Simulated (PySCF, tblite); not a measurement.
# C₄H₇Se radical: geometry, infrared bands and EPR parameters

Aim: predict the infrared bands and EPR parameters of C₄H₇Se radical (`C=C[C](C)[SeH]`).

The runs use tblite 0.8.0 and PySCF 2.14.0, with density-fitted response routines of our own; the level of theory stands in each step. All values are computed, except where a source is named. Atoms are numbered from 0 throughout.

## (1) The molecule as given

12 atoms, charge 0, multiplicity 2; geometry from: force field or distance geometry start.

Bonds of the start (Å): C0–C1 1.33, C1–C2 1.51, C2–C3 1.51, C2–Se4 1.95, C0–H5 1.09, C0–H6 1.09, C1–H7 1.08, C3–H8 1.11, C3–H9 1.13, C3–H10 1.11, Se4–H11 1.53.

## (2) Optimising the geometry with GFN2-xTB

Job settings and geometry (Å):

```
{"job": {"kind": "relax", "xc": "GFN2-xTB", "basis": "xTB"}, "charge": 0, "multiplicity": 2}
C     -2.045400    -0.602100     0.167500
C     -0.907700    -0.389400    -0.481700
C      0.168400     0.468900     0.134400
C      1.432100    -0.318000     0.374700
Se     0.516700     1.983400    -1.037200
H     -2.247900    -0.144300     1.133300
H     -2.817200    -1.225800    -0.279900
H     -0.728100    -0.855100    -1.434500
H      1.849500    -0.720100    -0.570600
H      1.214100    -1.176700     1.069400
H      2.188900     0.323500     0.863600
H      1.377700     2.655000     0.035200
```

Started as:

```sh
$ OMP_NUM_THREADS=1 python probes_run.py task.json out
```

The driver reads the jobs from task.json and runs them one after another.

**Question.** This job is followed by: GFN2-xTB harmonic vibrations, gas phase; UKS B3LYP, def2-TZVP-core on Se, pcH-1 on C H, non-relativistic, mean-field spin-orbit, GIAO. What will the session give for the following? strongest single infrared mode (GFN2-xTB); zero-point energy (GFN2-xTB); g(iso) (B3LYP); ⟨S²⟩; largest a(iso) (averaged by class); potential on the surface of density 0.002 e/bohr³, 1st and 99th percentile.

**Answer**, as computed:

| quantity | value |
| --- | --- |
| strongest single infrared mode (GFN2-xTB) | 2038 cm⁻¹, 309 km/mol |
| zero-point energy (GFN2-xTB) | 56.3 kcal/mol |
| g(iso) (B3LYP) | 2.00679 |
| ⟨S²⟩ | 0.773 (exact 0.75) |
| largest a(iso) (averaged by class) | 13C on C2, 69.9 MHz |
| potential on the surface of density 0.002 e/bohr³, 1st and 99th percentile | -0.75 V and 1.08 V |

What this shows: Over 123 steps the energy fell by 0.984 eV; of the close pairs, C1–C2 changed most, 1.508 to 1.392 Å. No mode is imaginary among the 30: a minimum at this level. The strongest single mode, at 2038 cm⁻¹, moves mainly H11. Unscaled tight-binding wavenumbers are off by several per cent, some by more. Its intensities can rank the bands wrongly. The largest spin populations lie on C0 (0.61 e), C2 (0.61 e). The isotropic g lies 4.5 ppt above the free-electron value. The hyperfine terms hold no scalar relativity, which the heavier nuclei need. These values are for one conformer; the search (at its own cheap level) found 2 more, at 0.14, 1.05 kcal/mol, and measured spectra average over such forms.
